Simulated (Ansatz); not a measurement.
# C6H3Ga: the cost of one run

The runs use Ansatz 0.2.0, Gaussian basis; the settings change from run to run.

**1. The geometry**

The structure was relaxed beforehand with PBE0-D4 in a triple-zeta def2 set.

SMILES `C#[C][Ga]([C]#C)[C]#C`, 10 atoms, charge 0, spin multiplicity 1.

Atoms are counted from 1 here; the program's logs count them from 0.

Bond lengths: C1–C2 1.208 Å, C1–H8 1.066 Å, C2–Ga3 1.900 Å, Ga3–C4 1.900 Å, Ga3–C6 1.900 Å, C4–C5 1.208 Å, C5–H9 1.066 Å, C6–C7 1.208 Å, C7–H10 1.066 Å. Angles: C2–C1–H8 180.0°, C1–C2–Ga3 179.9°, C2–Ga3–C4 120.0°, C2–Ga3–C6 120.1°, C4–Ga3–C6 120.0°, Ga3–C4–C5 180.0°, C4–C5–H9 180.0°, Ga3–C6–C7 179.9°, C6–C7–H10 180.0°.

**2. wB97M-V/def2-SVPD**

Options: high accuracy.

Contents of in.yaml:

```yaml
crystal:
  periodic: [false, false, false]
  atoms:
    - {symbol: C, position_ang: [1.350640, -2.731834, 0.613950]}
    - {symbol: C, position_ang: [0.827153, -1.670184, 0.374480]}
    - {symbol: Ga, position_ang: [0.001355, -0.000763, -0.000973]}
    - {symbol: C, position_ang: [-1.751681, 0.356383, 0.638754]}
    - {symbol: C, position_ang: [-2.865764, 0.583925, 1.045593]}
    - {symbol: C, position_ang: [0.927160, 1.312249, -1.015257]}
    - {symbol: C, position_ang: [1.514557, 2.148219, -1.659154]}
    - {symbol: H, position_ang: [1.812871, -3.669333, 0.825455]}
    - {symbol: H, position_ang: [-3.849538, 0.784880, 1.404882]}
    - {symbol: H, position_ang: [2.033239, 2.886457, -2.227721]}
basis:
  gaussian: {orbitals: def2-SVPD}
hamiltonian: {xc: {name: wB97M-V}}
accuracy: high
output: {forces: true}
```

Command:

```console
$ ansatz run in.yaml --threads 4 --pin off --events-out ev --progress --plain --max-ram 10444MiB
```

Q: Estimate wall time and peak memory on 4 threads of AMD EPYC 9B45, shared host.

About 20 s, with a peak of 1.6 GiB.
